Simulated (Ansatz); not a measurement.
# Cl2F2H2Ti: the cost of one run

Program: Ansatz 0.2.0. Level of theory: RKS B3LYP-D4/def2-SVP. These are calculated values, not measurements.

## (1) The structure to begin with

Bond lengths: Ti1–F2 2.180 Å, Ti1–Cl3 2.370 Å, Ti1–Cl4 2.368 Å, Ti1–F5 1.829 Å, Ti1–H6 2.000 Å, Ti1–H7 2.139 Å. Angles (14 of 15 angles, heavy atoms first): F2–Ti1–Cl3 109.4°, F2–Ti1–Cl4 109.5°, F2–Ti1–F5 109.5°, Cl3–Ti1–Cl4 109.5°, Cl3–Ti1–F5 109.5°, Cl4–Ti1–F5 109.5°, F2–Ti1–H6 71.6°, F2–Ti1–H7 40.9°, Cl3–Ti1–H6 67.1°, Cl3–Ti1–H7 84.9°, Cl4–Ti1–H6 72.9°, Cl4–Ti1–H7 88.7°, F5–Ti1–H6 176.5°, F5–Ti1–H7 150.2°.

As a file:

```xyz
7

Ti    0.0000    0.0000    0.0000
F     0.0000    0.0000    2.1800
Cl    2.2349    0.0000   -0.7892
Cl   -1.1163    1.9339   -0.7892
F    -0.8619   -1.4933   -0.6094
H     1.0489    1.5818    0.6306
H     0.7734    1.1664    1.6182
```

## (2) Pulling towards end A

Springs on the bonds that form and break draw the guess towards this end; the thresholds are loose.

File input.yaml:

```yaml
crystal:
  periodic: [false, false, false]
  atoms:
    - { symbol: Ti, position_ang: [0.0, 0.0, 0.0] }
    - { symbol: F, position_ang: [0.0, 0.0, 2.18] }
    - { symbol: Cl, position_ang: [2.2349, 0.0, -0.7892] }
    - { symbol: Cl, position_ang: [-1.1163, 1.9339, -0.7892] }
    - { symbol: F, position_ang: [-0.8619, -1.4933, -0.6094] }
    - { symbol: H, position_ang: [1.0489, 1.5818, 0.6306] }
    - { symbol: H, position_ang: [0.7734, 1.1664, 1.6182] }
basis:
  gaussian: { orbitals: def2-SVP }
hamiltonian:
  xc: b3lyp
  dispersion: d4
relax:
  f_tol: 0.15
  max_steps: 25
  restrain:
    - { distance: [0, 5], at: 2.9, k: 30.0 }
    - { distance: [6, 1], at: 2.12, k: 30.0 }
    - { distance: [0, 1], at: 1.83, k: 30.0 }
    - { distance: [6, 5], at: 0.66, k: 30.0 }
output:
  orbitals: {}
```

The run is started by

```console
ansatz run input.yaml --threads 2 --pin off --max-ram 3072MiB --backend cpu --events-out ev --progress --plain --runs-dir out
```

**Question.** How long does this run take on 2 threads of Arm Neoverse V1, shared host, and how much memory does it need?

About 32 s, with a peak of 0.27 GiB.
